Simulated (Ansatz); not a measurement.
**CH5FGeSe: rigid scan of one bond length in Python**

The task is a rigid scan of one bond length, for CH5FGeSe.

Program: Ansatz 0.2.0, driven from Python. Level of theory: r2SCAN0/def2-SVP. These are calculated values, not measurements.

## (1) Starting point

Bond lengths: C1–Se2 1.878 Å, Se2–Ge3 2.365 Å, Ge3–F4 1.676 Å, C1–H5 1.144 Å, C1–H6 1.146 Å, C1–H7 1.101 Å, Ge3–H8 1.587 Å, Ge3–H9 1.581 Å. Angles: C1–Se2–Ge3 90.8°, Se2–C1–H5 112.0°, Se2–C1–H6 113.1°, Se2–C1–H7 112.7°, H5–C1–H6 105.2°, H5–C1–H7 105.6°, H6–C1–H7 107.7°, Se2–Ge3–F4 108.9°, Se2–Ge3–H8 106.6°, Se2–Ge3–H9 109.2°, F4–Ge3–H8 109.9°, F4–Ge3–H9 113.9°, H8–Ge3–H9 108.0°.

No structure file is read: the coordinates are typed or built in the script.

## (2) The code

scan_ch5fgese.py reads:

```python
# -*- coding: utf-8 -*-
"""Stretching a bond of CH5FGeSe, the rest held rigid."""

import ansatz as az
import matplotlib.pyplot as plt
import numpy as np


def main():
    geometry_ang = [
        ("C", (-0.0407, 1.2119, -0.92)),
        ("Se", (1.4731, 0.2125, -0.4334)),
        ("Ge", (0.1412, -1.2153, 0.9003)),
        ("F", (-0.9268, -2.044, -0.0901)),
        ("H", (0.2219, 2.0693, -1.63)),
        ("H", (-0.5561, 1.7095, -0.0261)),
        ("H", (-0.7957, 0.6101, -1.4498)),
        ("H", (1.1336, -2.2363, 1.6002)),
        ("H", (-0.5619, -0.364, 2.0318)),
    ]
    mol = az.Crystal.molecule()
    for symbol, xyz in geometry_ang:
        mol = mol.atom(symbol, xyz)

    symbols = [site.symbol for site in mol.cartesian_sites]
    start = np.array([site.position_ang for site in mol.cartesian_sites])
    axis = (start[3] - start[2]) / np.linalg.norm(start[3] - start[2])
    moving = [3]
    lengths, energies = [1.475, 1.542, 1.609, 1.676, 1.743, 1.81, 1.877, 1.977], []
    for length in lengths:
        xyz = start.copy()
        xyz[moving] += (length - np.linalg.norm(start[3] - start[2])) * axis
        point = az.Crystal.molecule()
        for symbol, place in zip(symbols, xyz):
            point = point.atom(symbol, place.tolist())
        job = (
            point.calculation()
            .basis(gaussian="def2-SVP")
            .functional("r2scan0")
        )
        summary = job.run().report
        energies.append(summary["free_energy_ev"])
        print(f"r = {length:6.3f} A  E = {energies[-1]:.5f} eV  <S^2> = {abs(summary['mean_field']['state']['spin_squared']):.3f}")

    # quartic fit about the minimum
    fit = np.polynomial.Polynomial.fit(lengths, np.array(energies) - min(energies), 4).convert()
    roots = [r.real for r in fit.deriv().roots() if abs(r.imag) < 1e-9 and fit.deriv(2)(r.real) > 0]
    r_e = min(roots, key=lambda r: abs(r - lengths[int(np.argmin(energies))]))
    print(f"minimum of the fit at {r_e:.4f} A, force constant {fit.deriv(2)(r_e):.2f} eV/A^2")
    plt.figure(figsize=(4.5, 3))
    plt.plot(lengths, np.array(energies) - min(energies), "o-")
    plt.xlabel("bond length (A)")
    plt.ylabel("E - E(min) (eV)")
    plt.tight_layout()
    plt.savefig("scan.png", dpi=100)


if __name__ == "__main__":
    main()
```

## (3) The calls as engine input

The package turns the script's settings into the engine's input (first run):

```yaml
crystal:
  periodic: [false, false, false]
  atoms:
    - { symbol: C, position_ang: [-0.0407, 1.2119, -0.92] }
    - { symbol: Se, position_ang: [1.4731, 0.2125, -0.4334] }
    - { symbol: Ge, position_ang: [0.1412, -1.2153, 0.9003] }
    - { symbol: F, position_ang: [-0.7988363068098869, -1.944708321585537, 0.028565956681168486] }
    - { symbol: H, position_ang: [0.2219, 2.0693, -1.63] }
    - { symbol: H, position_ang: [-0.5561, 1.7095, -0.0261] }
    - { symbol: H, position_ang: [-0.7957, 0.6101, -1.4498] }
    - { symbol: H, position_ang: [1.1336, -2.2363, 1.6002] }
    - { symbol: H, position_ang: [-0.5619, -0.364, 2.0318] }
basis:
  gaussian:
    orbitals: def2-SVP
hamiltonian:
  xc: r2scan0
```

## (4) Launch

Launch:

```console
> python scan_ch5fgese.py
```

Without the output at hand: what should come out? Wanted: range of energy; lowest point, distance.

The runs gave:

| quantity | value |
| --- | --- |
| bond length at the fit's minimum | 1.7275 Å |
| runs compared | 8 |
| range of energy | 1.583 eV |
| lowest point, distance (Å) | 1.74 |

In words: The curve has its lowest point inside the range, at 1.74. The ends stand 1.58 and 0.609 eV above it. The distance scanned is the script's pair 2, 3. Notes:
- The rest of the molecule is held rigid at a force-field or estimated start geometry, and the basis set is modest; single-reference methods fail as a bond breaks.
- The orbitals are restricted, so S² is zero by construction.
- Toward dissociation an unrestricted state can lie under the restricted one, by tenths of an eV for polar bonds under a functional and by 1 to 2 eV or more for others.
